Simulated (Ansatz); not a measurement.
# C2H5BSi (SMILES BC=C=[SiH2]): functionals against CCSD(T) at one geometry

How do the functionals fare away from a minimum? The structure is a structure displaced at random from a GFN2-xTB minimum.

Program: Ansatz 0.2.0, Gaussian basis. Level of theory: single points in def2-TZVPP. These are calculated values, not measurements.

Cores are frozen in the correlated methods. B3LYP uses VWN-RPA correlation.

## 1. Starting geometry

SMILES `BC=C=[SiH2]`, 9 atoms, charge 0, spin multiplicity 1.

Atoms are counted from 1 here; the program's logs count them from 0.

Bond lengths: B1–C2 1.372 Å, B1–H5 1.176 Å, B1–H6 1.315 Å, C2–C3 1.440 Å, C2–H7 1.164 Å, C3–Si4 1.612 Å, Si4–H8 1.493 Å, Si4–H9 1.564 Å. Angles: C2–B1–H5 119.0°, C2–B1–H6 124.7°, H5–B1–H6 116.2°, B1–C2–C3 122.4°, B1–C2–H7 120.2°, C3–C2–H7 116.4°, C2–C3–Si4 158.8°, C3–Si4–H8 121.6°, C3–Si4–H9 119.9°, H8–Si4–H9 115.5°.

Coordinates:

```
B    -0.0119    1.5730   -0.7826
C     0.4760    0.2999   -0.9349
C     0.1457   -0.7675   -0.0263
Si   -0.3921   -1.4912    1.3098
H     0.2761    2.3933   -1.5744
H    -0.7255    1.9826    0.2432
H     1.0172   -0.0066   -1.9193
H    -1.6808   -2.2457    1.3260
H     0.6035   -1.8349    2.4656
```

## 2. CCSD(T)/def2-TZVPP

Contents of run/in.yaml:

```yaml
crystal:
  periodic: [false, false, false]
  atoms:
    - {symbol: B, position_ang: [-0.011900, 1.573000, -0.782600]}
    - {symbol: C, position_ang: [0.476000, 0.299900, -0.934900]}
    - {symbol: C, position_ang: [0.145700, -0.767500, -0.026300]}
    - {symbol: Si, position_ang: [-0.392100, -1.491200, 1.309800]}
    - {symbol: H, position_ang: [0.276100, 2.393300, -1.574400]}
    - {symbol: H, position_ang: [-0.725500, 1.982600, 0.243200]}
    - {symbol: H, position_ang: [1.017200, -0.006600, -1.919300]}
    - {symbol: H, position_ang: [-1.680800, -2.245700, 1.326000]}
    - {symbol: H, position_ang: [0.603500, -1.834900, 2.465600]}
basis:
  gaussian: {orbitals: def2-TZVPP}
correlation: {method: ccsd_t}
output: {forces: true}
```

No record of the launch command was kept for these runs.

## 3. PBE0-D4/def2-TZVPP

Edit run/in.yaml of step 2 so:

```diff
@@ -14,3 +14,3 @@
   gaussian: {orbitals: def2-TZVPP}
-correlation: {method: ccsd_t}
-output: {forces: true}
+hamiltonian: {xc: pbe0, dispersion: d4}
+output: {forces: true, orbitals: {seedname: orbitals}}
```

## 4. wB97M-V/def2-TZVPP

Edit run/in.yaml of step 3 so:

```diff
@@ -14,3 +14,3 @@
   gaussian: {orbitals: def2-TZVPP}
-hamiltonian: {xc: pbe0, dispersion: d4}
-output: {forces: true, orbitals: {seedname: orbitals}}
+hamiltonian: {xc: {name: wB97M-V}}
+output: {forces: true}
```

## 5. r2SCAN-D4/def2-TZVPP

Edit run/in.yaml of step 4 so:

```diff
@@ -14,3 +14,3 @@
   gaussian: {orbitals: def2-TZVPP}
-hamiltonian: {xc: {name: wB97M-V}}
+hamiltonian: {xc: r2scan, dispersion: d4}
 output: {forces: true}
```

## 6. PBE-D4/def2-TZVPP

Edit run/in.yaml of step 5 so:

```diff
@@ -14,3 +14,3 @@
   gaussian: {orbitals: def2-TZVPP}
-hamiltonian: {xc: r2scan, dispersion: d4}
+hamiltonian: {xc: pbe, dispersion: d4}
 output: {forces: true}
```

## 7. CAM-B3LYP-D4/def2-TZVPP

Edit run/in.yaml of step 6 so:

```diff
@@ -14,3 +14,3 @@
   gaussian: {orbitals: def2-TZVPP}
-hamiltonian: {xc: pbe, dispersion: d4}
+hamiltonian: {xc: {name: CAM-B3LYP}, dispersion: d4}
 output: {forces: true}
```

## 8. B3LYP-D4/def2-TZVPP

Edit run/in.yaml of step 7 so:

```diff
@@ -14,3 +14,3 @@
   gaussian: {orbitals: def2-TZVPP}
-hamiltonian: {xc: {name: CAM-B3LYP}, dispersion: d4}
+hamiltonian: {xc: {name: B3LYP}, dispersion: d4}
 output: {forces: true}
```

(Steps that only read results are left out.)

What does the calculation give? Wanted: energy less free atoms, CCSD(T)/def2-TZVPP; RMS force component; RMS force error; HOMO and LUMO, PBE0-D4; T1 diagnostic.

**Answer**, as computed:

```
                                  quantity                                                                                                 value
energy less free atoms, CCSD(T)/def2-TZVPP                                                                                        -3032.4 kJ/mol
                       RMS force component                                                                  3.048 to 3.233 eV/Å over the methods
                           RMS force error  PBE0-D4 0.221, wB97M-V 0.208, r2SCAN-D4 0.196, PBE-D4 0.245, CAM-B3LYP-D4 0.266, B3LYP-D4 0.208 eV/Å
                    HOMO and LUMO, PBE0-D4                                                                                    -7.04 and -3.15 eV
                             T1 diagnostic                                                                                                 0.017
```

In words: Against CCSD(T) the functionals' energies less atoms differ by -171.6 to -93.3 kJ/mol, PBE-D4 by -171.6 kJ/mol. The reference is not at the basis limit: in triple zeta CCSD(T) underbinds, which counts against methods that bind more; the gaps are no ranking. On forces the order runs from r2SCAN-D4 to CAM-B3LYP-D4. Frozen-core CCSD(T) forces in triple zeta carry basis errors of their own, and this is one geometry, so small gaps rank nothing. The restricted Hartree–Fock reference is unstable towards an unrestricted one at one or more of these structures.
